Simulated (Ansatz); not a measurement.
# NiPtF6: the cost of one run

Method: DFT LDA+U (U_eff = 3 eV on Ni d, Pt d), plane waves, PAW, no spin–orbit coupling unless a run says so, in Ansatz 0.2.0.

## (1) The structure to begin with

It takes space group R-3 (No. 148, trigonal). Conventional cell: a = 4.930 Å, b = 4.930 Å, c = 13.680 Å, α = 90.00°, β = 90.00°, γ = 120.00°. Ni (site symmetry -3) has 6 F at 1.96 Å as nearest neighbours. Around Pt (site symmetry -3) lie 6 F at 1.90 Å. F (site symmetry 1) has 1 Pt at 1.90 Å and 1 Ni at 1.96 Å as nearest neighbours.

Structure file:

```xyz
8
Lattice="2.4650 1.4232 4.5600 -2.4650 1.4232 4.5600 0.0000 -2.8463 4.5600" Properties=species:S:1:pos:R:3 pbc="T T T"
Ni    0.0000    0.0000    6.8400
Pt    0.0000    0.0000    0.0000
F    -0.6286   -1.4587    5.6954
F    -0.9490    1.2737    5.6954
F     1.5776    0.1850    5.6954
F     0.6286    1.4587    7.9846
F     0.9490   -1.2737    7.9846
F    -1.5776   -0.1850    7.9846
```

Magnetic order typed: opposed in the cell.

An earlier series on this cell reached its lowest free state from «random orbitals: single harmonics, first filling», perhaps among other starts.

## (2) Random orbitals: single harmonics, second filling

The input, input.yaml:

```yaml
crystal:
  lattice:
    - [2.46500126, 1.42316914, 4.56000042]
    - [-2.46500126, 1.42316914, 4.56000042]
    - [0.0, -2.84633828, 4.56000042]
  atoms:
    - { symbol: Ni, position: [0.5, 0.5, 0.5], spin: 0.3 }
    - { symbol: Pt, position: [0.0, 0.0, 0.0], spin: -0.3 }
    - { symbol: F, position: [0.118, 0.373, 0.758] }
    - { symbol: F, position: [0.373, 0.758, 0.118] }
    - { symbol: F, position: [0.758, 0.118, 0.373] }
    - { symbol: F, position: [0.882, 0.627, 0.242] }
    - { symbol: F, position: [0.627, 0.242, 0.882] }
    - { symbol: F, position: [0.242, 0.882, 0.627] }
basis:
  ecutwfc: 420
  ecutrho_ratio: 4
kpoints:
  mp_grid: { grid: [5, 5, 5] }
hamiltonian:
  xc: lda
  hubbard:
    sites:
      - { site: 0, l: d, u_eff: 3.0, starting_ns: [{ spin: up, occupation_matrix: s0up }, { spin: down, occupation_matrix: s0down }] }
      - { site: 1, l: d, u_eff: 3.0, starting_ns: [{ spin: up, occupation_matrix: s1up }, { spin: down, occupation_matrix: s1down }] }
    occupation_matrices:
      s0up:
        matrix:
          - [0.97, 0.0, 0.0, 0.0, 0.0]
          - [0.0, 0.97, 0.0, 0.0, 0.0]
          - [0.0, 0.0, 0.97, 0.0, 0.0]
          - [0.0, 0.0, 0.0, 0.97, 0.0]
          - [0.0, 0.0, 0.0, 0.0, 0.02]
      s0down:
        matrix:
          - [0.97, 0.0, 0.0, 0.0, 0.0]
          - [0.0, 0.97, 0.0, 0.0, 0.0]
          - [0.0, 0.0, 0.97, 0.0, 0.0]
          - [0.0, 0.0, 0.0, 0.97, 0.0]
          - [0.0, 0.0, 0.0, 0.0, 0.02]
      s1up:
        matrix:
          - [0.97, 0.0, 0.0, 0.0, 0.0]
          - [0.0, 0.97, 0.0, 0.0, 0.0]
          - [0.0, 0.0, 0.02, 0.0, 0.0]
          - [0.0, 0.0, 0.0, 0.02, 0.0]
          - [0.0, 0.0, 0.0, 0.0, 0.97]
      s1down:
        matrix:
          - [0.97, 0.0, 0.0, 0.0, 0.0]
          - [0.0, 0.97, 0.0, 0.0, 0.0]
          - [0.0, 0.0, 0.97, 0.0, 0.0]
          - [0.0, 0.0, 0.0, 0.02, 0.0]
          - [0.0, 0.0, 0.0, 0.0, 0.02]
    ns_hold: { iters: 5 }
scf:
  occupations: { method: gaussian, width: 0.05 }
  lower_state_search: "off"
  max_iter: 150
output:
  forces: true
  stress: true
  eigenvalues: true
  populations: true
  hubbard: { sites: [{ site: 0, l: d }, { site: 1, l: d }] }
magnetization:
  spin_polarized: true
```

The typed matrices put 0.97 on the chosen orbitals and 0.02 on the others, and are held for 5 cycles.

On the command line:

```sh
$ ansatz run input.yaml --threads 4 --pin off --max-ram 6144MiB --backend cpu --events-out ev --progress --plain --runs-dir out
```

What time and memory should one allow on 4 threads of Arm Neoverse N1, shared host?

About 46 s, with a peak of 0.86 GiB.
